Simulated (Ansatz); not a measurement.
# K3LuSi2O7: the cost of one run

Computed with Ansatz 0.2.0 (DFT, PBE, plane-wave PAW, default files, scalar-relativistic, as far as a step names no other, unless a step's input says otherwise).

### Step 1. The structure to begin with

Symmetry: P6_3/mmc, No. 194, hexagonal system. Conventional cell: a = 5.765 Å, b = 5.765 Å, c = 14.064 Å, α = 90.00°, β = 90.00°, γ = 120.00°. K (site symmetry 3m) has 9 O at 2.88 to 3.05 Å and 1 Si at 3.13 Å as nearest neighbours. K (site symmetry -6m2) is surrounded by 6 O at 2.81 Å. Lu (site symmetry -3m) is surrounded by 6 O at 2.22 Å. Around Si (site symmetry 3m) lie 4 O at 1.64 to 1.67 Å. Around O (site symmetry m) lie 1 Si at 1.64 Å and 1 Lu at 2.22 Å. O (site symmetry -6m2) is surrounded by 2 Si at 1.67 Å.

Structure file:

```cif
data_structure
_symmetry_space_group_name_H-M 'P6_3/mmc'
_symmetry_Int_Tables_number 194
_cell_length_a 5.7652
_cell_length_b 5.7652
_cell_length_c 14.0642
_cell_angle_alpha 90.000
_cell_angle_beta 90.000
_cell_angle_gamma 120.000
_cell_volume 404.83
loop_
_atom_site_label
_atom_site_type_symbol
_atom_site_symmetry_multiplicity
_atom_site_Wyckoff_symbol
_atom_site_fract_x
_atom_site_fract_y
_atom_site_fract_z
_atom_site_occupancy
K1 K 4 f 0.33333 0.66667 0.40838 1
K2 K 2 b 0.00000 0.00000 0.25000 1
Lu1 Lu 2 a 0.00000 0.00000 0.50000 1
Si1 Si 4 f 0.33333 0.66667 0.86875 1
O1 O 12 k 0.35492 0.17746 0.09477 1
O2 O 2 d 0.33333 0.66667 0.75000 1
```

### Step 2. Single point at the given positions

File input.yaml:

```yaml
crystal:
  lattice:
    - [5.7651557606, 0.0, 0.0]
    - [-2.8825778803, 4.9927713455, 0.0]
    - [0.0, 0.0, 14.06423]
  atoms:
    - { symbol: K, position: [0.3333333333, 0.6666666667, 0.408378] }
    - { symbol: K, position: [0.6666666667, 0.3333333333, 0.591622] }
    - { symbol: K, position: [0.3333333333, 0.6666666667, 0.091622] }
    - { symbol: K, position: [0.6666666667, 0.3333333333, 0.908378] }
    - { symbol: K, position: [0.0, 0.0, 0.25] }
    - { symbol: K, position: [0.0, 0.0, 0.75] }
    - { symbol: Lu, position: [0.0, 0.0, 0.5] }
    - { symbol: Lu, position: [0.0, 0.0, 0.0] }
    - { symbol: Si, position: [0.3333333333, 0.6666666667, 0.868747] }
    - { symbol: Si, position: [0.3333333333, 0.6666666667, 0.631253] }
    - { symbol: Si, position: [0.6666666667, 0.3333333333, 0.368747] }
    - { symbol: Si, position: [0.6666666667, 0.3333333333, 0.131253] }
    - { symbol: O, position: [0.354919, 0.1774595, 0.094768] }
    - { symbol: O, position: [0.1774595, 0.354919, 0.594768] }
    - { symbol: O, position: [0.8225405, 0.1774595, 0.405232] }
    - { symbol: O, position: [0.645081, 0.8225405, 0.594768] }
    - { symbol: O, position: [0.8225405, 0.645081, 0.405232] }
    - { symbol: O, position: [0.645081, 0.8225405, 0.905232] }
    - { symbol: O, position: [0.1774595, 0.354919, 0.905232] }
    - { symbol: O, position: [0.8225405, 0.645081, 0.094768] }
    - { symbol: O, position: [0.8225405, 0.1774595, 0.094768] }
    - { symbol: O, position: [0.1774595, 0.8225405, 0.594768] }
    - { symbol: O, position: [0.3333333333, 0.6666666667, 0.75] }
    - { symbol: O, position: [0.354919, 0.1774595, 0.405232] }
    - { symbol: O, position: [0.1774595, 0.8225405, 0.905232] }
    - { symbol: O, position: [0.6666666667, 0.3333333333, 0.25] }
kpoints:
  mp_grid: { grid: [5, 5, 2] }
scf:
  occupations: { method: fermi_dirac, width: 0.02 }
hamiltonian:
  xc: pbe
  pseudopotentials: { kind: paw }
output:
  forces: true
  stress: true
  populations: true
  efg:
    quadrupole_moments_barn: { K: 0.0603, Lu: 3.49, O: -0.02558 }
    contact_densities: true
```

Started as:

```
$ ansatz run input.yaml --threads 1 --pin off --max-ram 2560MiB --backend cpu --events-out ev --progress --plain --runs-dir out
```

Q: Estimate wall time and peak memory on 1 thread of Arm Neoverse V2, shared host.

About 47 s, with a peak of 0.93 GiB.
